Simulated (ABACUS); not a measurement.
# HPbNO4 in ABACUS: the effect of functional

The system is HPbNO4.

```xyz
14
Lattice="4.1204 0.0000 0.0000 -0.0026 6.4274 0.0000 -0.0036 -3.1558 7.7230" Properties=species:S:1:pos:R:3 pbc="T T T"
Pb    1.6221    5.4015    2.2609
Pb    3.6847   -2.1295    5.4628
O     3.7406   -0.6196    3.5241
O     2.2125    0.1221    6.2172
O     2.1985    2.1998    6.9042
O     3.4456    1.6315    5.1997
O     1.6776    3.8915    4.1994
O     0.1533    3.1489    1.5044
O     0.1403    1.0708    0.8189
O     1.3870    1.6408    2.5231
N     2.6083    1.3086    6.1220
N     0.5497    1.9628    1.6006
H     3.7209    0.2709    3.9502
H     1.6584    3.0011    3.7733
```

The cell was built by a generator and needn't be a form met in nature.

Alike in all runs:

- Program: ABACUS 3.10.1
- Task: single point
- Potentials or basis: SG15 ONCV 1.2 PBE
- Cutoff: 1361 eV
- Density cutoff: 5442 eV
- Basis: DZP LCAO (the cutoffs set its grid)
- k mesh: 7 × 5 × 4
- Occupations: fermi-dirac, width 0.05 eV
- Spin: no spin polarisation

| functional | gap on the mesh (eV) | pressure (GPa) | largest force (eV/Å) |
| --- | --- | --- | --- |
| LDA | 3.20 | 0.1 | 1.68 |
| PBEsol | 3.24 | 1.9 | 1.50 |
| AM05 | ? | ? | ? |
| BLYP | 3.23 | 6.6 | 2.31 |
| SCAN | 3.68 | 0.5 | 1.39 |

Task: What does the run with functional AM05 give?

Result: gap on the mesh 3.25 eV; pressure 2.7 GPa; largest force 1.43 eV/Å.

Caveats: the atomic orbitals were generated for these runs and aren't a published set; the potentials were made for another functional, which shifts forces and pressure; spin-orbit coupling is left out, which as a rule narrows the gap of such compounds by several tenths of an eV; an odd mesh through Γ misses points on the zone boundary, where band edges often lie; the basis of atomic orbitals isn't converged, which shifts pressures, moduli and gaps.

Runs at the PBE level aren't shown here.
